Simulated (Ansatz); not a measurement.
**C2H9FGeOSi: taking an electron away**

How much energy removes an electron from C2H9FGeOSi at fixed geometry? The cation is run at each level and the neutral's energy taken from earlier runs.

Method: unrestricted cation, the program's frozen cores in correlated methods; program: Ansatz 0.2.0, Gaussian basis.

Plan: UKS PBE-D4/def2-TZVPP; UKS r2SCAN-D4/def2-TZVPP; UKS PBE0-D4/def2-TZVPP; UKS B3LYP-D4/def2-TZVPP; UKS wB97X-V/def2-TZVPP; UKS wB97M-V/def2-TZVPP; UKS B2PLYP/def2-TZVPP; UHF-CCSD(T)/def2-TZVPP; UHF-MP2/def2-QZVPP; extrapolation to the limit; then −ε(HOMO) from the neutral's earlier runs with LDA (SPW92), PBE-D4, revPBE-D4, BLYP-D4, r2SCAN-D4, B97M-V, PBE0-D4, B3LYP-D4, r2SCANh-D4, r2SCAN0-D4, HSE06-D4, BHLYP-D4, CAM-B3LYP-D4, LC-ωPBE, ωB97X-V, ωB97M-V.

**1. The relaxed structure**

The geometry comes from an earlier relaxation with PBE0-D4/def2-TZVP; it is a stationary point, not always the lowest conformer.

SMILES `CO[Si](C)(F)[GeH3]`, 15 atoms, charge 0, spin multiplicity 1.

Atoms are counted from 1 here; the program's logs count them from 0.

Bond lengths: C1–O2 1.411 Å, C1–H7 1.094 Å, C1–H8 1.096 Å, C1–H9 1.091 Å, O2–Si3 1.632 Å, Si3–C4 1.848 Å, Si3–F5 1.608 Å, Si3–Ge6 2.389 Å, C4–H10 1.092 Å, C4–H11 1.092 Å, C4–H12 1.093 Å, Ge6–H13 1.539 Å, Ge6–H14 1.540 Å, Ge6–H15 1.539 Å. Angles: O2–C1–H7 111.0°, O2–C1–H8 111.7°, O2–C1–H9 108.2°, H7–C1–H8 108.6°, H7–C1–H9 108.8°, H8–C1–H9 108.5°, C1–O2–Si3 125.8°, O2–Si3–C4 107.1°, O2–Si3–F5 109.0°, O2–Si3–Ge6 111.6°, C4–Si3–F5 108.8°, C4–Si3–Ge6 114.4°, F5–Si3–Ge6 105.8°, Si3–C4–H10 110.6°, Si3–C4–H11 110.8°, Si3–C4–H12 110.0°, H10–C4–H11 108.4°, H10–C4–H12 108.4° and more.

**2. Cation, UKS PBE-D4/def2-TZVPP**

File in.yaml:

```yaml
crystal:
  periodic: [false, false, false]
  atoms:
    - {symbol: C, position_ang: [-0.714783, 2.214870, -0.255477]}
    - {symbol: O, position_ang: [-0.544045, 0.958604, -0.873895]}
    - {symbol: Si, position_ang: [-0.420475, -0.475430, -0.105150]}
    - {symbol: C, position_ang: [-0.214712, -1.772105, -1.405035]}
    - {symbol: F, position_ang: [-1.784352, -0.757921, 0.697689]}
    - {symbol: Ge, position_ang: [1.309865, -0.444267, 1.541525]}
    - {symbol: H, position_ang: [-1.720035, 2.311406, 0.164716]}
    - {symbol: H, position_ang: [0.016083, 2.374405, 0.545233]}
    - {symbol: H, position_ang: [-0.573829, 2.988183, -1.011703]}
    - {symbol: H, position_ang: [0.711362, -1.614414, -1.962150]}
    - {symbol: H, position_ang: [-0.183820, -2.768217, -0.958044]}
    - {symbol: H, position_ang: [-1.050727, -1.732739, -2.108020]}
    - {symbol: H, position_ang: [1.076951, 0.641710, 2.606803]}
    - {symbol: H, position_ang: [2.678037, -0.174821, 0.888858]}
    - {symbol: H, position_ang: [1.392582, -1.800063, 2.264048]}
basis:
  gaussian: {orbitals: def2-TZVPP}
total_charge: 1
magnetization: {spin_polarized: true, initial_magnetization: 1}
hamiltonian: {xc: pbe, dispersion: d4}
```

Launch:

```sh
$ ansatz run in.yaml --threads 2 --pin off --events-out ev --progress --plain --max-ram 32768MiB --backend cuda --devices 0, --max-vram 18GiB
```

The runs that follow: Cation, UKS r2SCAN-D4/def2-TZVPP; Cation, UKS PBE0-D4/def2-TZVPP; Cation, UKS B3LYP-D4/def2-TZVPP; Cation, UKS wB97X-V/def2-TZVPP; Cation, UKS wB97M-V/def2-TZVPP; Cation, UKS B2PLYP (frozen core)/def2-TZVPP; Cation, UHF-CCSD(T)/def2-TZVPP; Cation, UHF-MP2/def2-QZVPP.

Q: Predict the results of all the runs planned. Wanted: ionisation energy, CCSD(T)/CBS; nearest functional by difference; nearest −ε(HOMO); −ε(HOMO) of PBE; T1 of the cation.

The runs gave:

| quantity | value |
| --- | --- |
| ionisation energy, CCSD(T)/CBS | 9.99 eV |
| nearest functional by difference | ωB97X-V (-0.20 eV) |
| nearest −ε(HOMO) | ωB97X-V (-0.01 eV) |
| −ε(HOMO) of PBE | 6.48 eV |
| T1 of the cation | 0.021 |

In words: Energy differences with functionals land within 0.78 eV of the reference. −ε(HOMO) of PBE misses by 3.5 eV, since self-interaction lifts the level. Among orbital estimates ωB97X-V comes nearest. Hartree-Fock falls 0.63 eV short, as the neutral has more correlation energy than the cation. Correlated methods include outer-core shells of Ge, which these sets cover unevenly. With outer-core shells in play the reference is unsure by up to some tenths of an eV, so close misses can't be ranked.
